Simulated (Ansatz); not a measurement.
I need a comparison of functionals at one structure of LuAg₃, space group Fm-3m. Use the Python package of Ansatz (0.2.0). Settings (first run): LDA, PAW, the default cutoff (420 eV here), 7×7×7 k-points, Fermi-Dirac smearing of 0.2 eV. The script varies functional: lda, pbesol, blyp.

```
Lu Ag
1.0
     0.00000    3.38159    3.38159
     3.38159    0.00000    3.38159
     3.38159    3.38159    0.00000
Lu Ag
1 3
Cartesian
  0.0000 0.0000 0.0000
  1.6908 1.6908 1.6908
  5.0724 5.0724 5.0724
  3.3816 3.3816 3.3816
```

`xc.py`:
```python
'''Functional comparison for LuAg3 (totals differ with the potentials too).'''

import ansatz as az
from ase import Atoms
from tabulate import tabulate

KGRID = (7, 7, 7)
FILLING = 'fermi_dirac'
SMEARING_WIDTH = 0.2
MAX_ITERATIONS = 150

atoms = Atoms(
    ['Lu', 'Ag', 'Ag', 'Ag'],
    scaled_positions=[
        [0.0, 0.0, 0.0],
        [0.25, 0.25, 0.25],
        [0.75, 0.75, 0.75],
        [0.5, 0.5, 0.5],
    ],
    cell=[
        [0.0, 3.38159123, 3.38159123],
        [3.38159123, 0.0, 3.38159123],
        [3.38159123, 3.38159123, 0.0],
    ],
    pbc=True,
)
xtal = az.Crystal.from_ase(atoms)

calc = (
    xtal.calculation()
    .accuracy('low')
    .kpoints(*KGRID, shift=0.5)
    .occupations(FILLING, width=SMEARING_WIDTH)
    .mixing('anderson', preconditioner='kerker')
    .eigensolver('davidson', full_accuracy=True)
    .scf(max_iterations=MAX_ITERATIONS)
)

rows = []
for value in ['lda', 'pbesol', 'blyp']:
    summary = calc.functional(value).run().report
    rows.append((value, summary['free_energy_ev'] / len(summary['lattice']['sites']), summary['n_iterations'], summary['n_kpoints']))

print(tabulate(rows, headers=['functional', 'F/atom (eV)', 'iterations', 'k-points'], floatfmt='.4f', tablefmt='grid'))
```

```console
$ python xc.py
DeckWarning: basis.ecutwfc = 420 eV, auto-derived from the records' recommended cutoffs: set by Lu (normal level)
DeckWarning: crystal.symmetry: narrowed to the stabiliser of the k-point mesh — unitary ops 48 → 12; excluded 36 operations that carry a point of the 7×7×7 mesh (shift [0.5, 0.5, 0.5]) off the mesh (the run samples exactly the mesh kpoints.mp_grid names, as under crystal.symmetry.detect: false, and its converged state [...]
+--------------+---------------+--------------+------------+
| functional   |   F/atom (eV) |   iterations |   k-points |
+==============+===============+==============+============+
| lda          |    -9217.0906 |           10 |         44 |
+--------------+---------------+--------------+------------+
| pbesol       |    -9294.7943 |            8 |         44 |
+--------------+---------------+--------------+------------+
| blyp         |    -9393.5029 |            9 |         44 |
+--------------+---------------+--------------+------------+
```
(Warnings from the package without file and line, shortened.)

What to keep in mind:
- BLYP can be off by several per cent in the lattices of metals, and by several GPa in the pressure at a fixed cell.
- The mesh is modest for a metal, so energies can be off by several to tens of meV an atom and pressures by half a GPa or more; differences at equal mesh fare better.
- The smearing is wide enough that free energy and stress hold a thermal part of the electrons.
- The structure comes from a database of computed cells and needn't be a stable or known phase.
- Total energies of different functionals can't be compared; pressures, moments and gaps at this one structure can.
- It ran for 88 s on 1 thread of Arm Neoverse V1, with other jobs on the host, peak memory 0.47 GiB.

(Lines on the test bed's own set-up are left out of the output.)
